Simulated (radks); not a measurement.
**Spin polarisation of the 3d shell in V³⁺**

One table from this session's results is given with a row withheld; the runs are named, their logs left out.

Method: scalar-relativistic Kohn-Sham, r2SCAN, spin-polarised, spherical densities, finite nucleus. Code: radks (a radial shooting solver on a logarithmic mesh, Libxc functionals) version 1.

### Starting point

| Item | Value |
| --- | --- |
| element | vanadium (Z = 23) |
| charge | +3 |
| electrons | 20 |
| configuration | [Ar] 3d(up 1, down 1) |
| nuclear rms radius | 3.6002 fm |

A shell typed twice in an input gives spin up, then spin down.

The first run:

Settings of this run:

```text
Z 23
configuration [Ar] 3d1 3d1
relativity scalar-relativistic
functional r2scan,r2scan
spin polarised
nucleus finite rms 3.6002 fm
c 137.035999084
```

Steps of the session up to this table: No moment.

One of the session's tables, all rows but one given; the rest of the session is left out.

From the orbitals of this run (lengths in bohr):

```
level      <r>  outermost maximum (interpolated)  90 % within  nodes
   1s  0.06645                            0.0435        0.119      0
   2s   0.3074                             0.255        0.477      1
   2p   0.2738                             0.208        0.449      0
   3s   0.9378                             0.816         1.40      2
   3p        ?                                 ?            ?      ?
   3d    1.175                             0.857         1.94      0
```

Estimate the missing values for 3p.

**Answer.** <r>: 0.9942; outermost maximum (interpolated): 0.840; 90 % within: 1.52; nodes: 1. In the column «<r>» it lies between 3s (0.9378) and 3d (1.175).
